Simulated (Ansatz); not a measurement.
# CH6AlGe radical: small, medium and large basis sets

One table from this session's results is given with a row withheld; the runs are named, their logs left out.

Program: Ansatz 0.2.0, Gaussian basis. Level of theory: one geometry, several basis sets. These are calculated values, not measurements.

Plan: PBE0-D4/def2-SVP; ωB97M-V/def2-SVP; PBE0-D4/def2-QZVPP; ωB97M-V/def2-QZVPP; the functionals' def2-TZVPP values are taken from earlier runs.

## The relaxed structure

All runs share one geometry, relaxed beforehand with PBE0-D4 in a triple-zeta def2 set.

9 atoms, charge 0, spin multiplicity 2.

Atoms are counted from 1 here; the program's logs count them from 0.

Bond lengths: C1–Al2 1.967 Å, C1–H4 1.096 Å, C1–H5 1.091 Å, C1–H6 1.096 Å, Al2–Ge3 2.511 Å, Ge3–H7 1.541 Å, Ge3–H8 1.547 Å, Ge3–H9 1.547 Å. Angles: Al2–C1–H4 109.5°, Al2–C1–H5 114.0°, Al2–C1–H6 109.5°, H4–C1–H5 108.3°, H4–C1–H6 107.0°, H5–C1–H6 108.3°, C1–Al2–Ge3 116.9°, Al2–Ge3–H7 113.6°, Al2–Ge3–H8 111.7°, Al2–Ge3–H9 111.6°, H7–Ge3–H8 106.6°, H7–Ge3–H9 106.6°, H8–Ge3–H9 106.4°.

Set-up of the first run:

Input file in.yaml:

```yaml
crystal:
  periodic: [false, false, false]
  atoms:
    - {symbol: C, position_ang: [-0.875646, 1.332135, -1.110002]}
    - {symbol: Al, position_ang: [0.881920, 0.543783, -0.713261]}
    - {symbol: Ge, position_ang: [0.948850, -1.269175, 1.023361]}
    - {symbol: H, position_ang: [-1.565247, 0.544846, -1.435973]}
    - {symbol: H, position_ang: [-0.851655, 2.107188, -1.877994]}
    - {symbol: H, position_ang: [-1.295687, 1.766820, -0.195437]}
    - {symbol: H, position_ang: [2.360346, -1.837608, 1.267575]}
    - {symbol: H, position_ang: [0.052525, -2.467427, 0.632565]}
    - {symbol: H, position_ang: [0.433095, -0.766962, 2.392166]}
basis:
  gaussian: {orbitals: def2-SVP}
magnetization: {spin_polarized: true, initial_magnetization: 1}
hamiltonian: {xc: pbe0, dispersion: d4}
output: {orbitals: {seedname: orbitals}}
```

Steps of the session up to this table: PBE0-D4 in def2-SVP; ωB97M-V in def2-SVP; PBE0-D4 in def2-QZVPP; ωB97M-V in def2-QZVPP.

One table of the session follows, with a row left open; its other results are not shown here.

It belongs to the step «Functionals by basis». 

```
functional       basis  HOMO (eV)  LUMO (eV)
   PBE0-D4    def2-SVP          ?          ?
   PBE0-D4  def2-TZVPP      -5.24      -2.19
   PBE0-D4  def2-QZVPP      -5.26      -2.22
   ωB97M-V    def2-SVP      -6.80      -0.73
   ωB97M-V  def2-TZVPP      -6.83      -0.76
   ωB97M-V  def2-QZVPP      -6.87      -0.86
```

**Question.** Estimate the row for PBE0-D4, def2-SVP.

The run gave: HOMO (eV): -5.23; LUMO (eV): -2.19. In the column «HOMO (eV)» it is the highest.
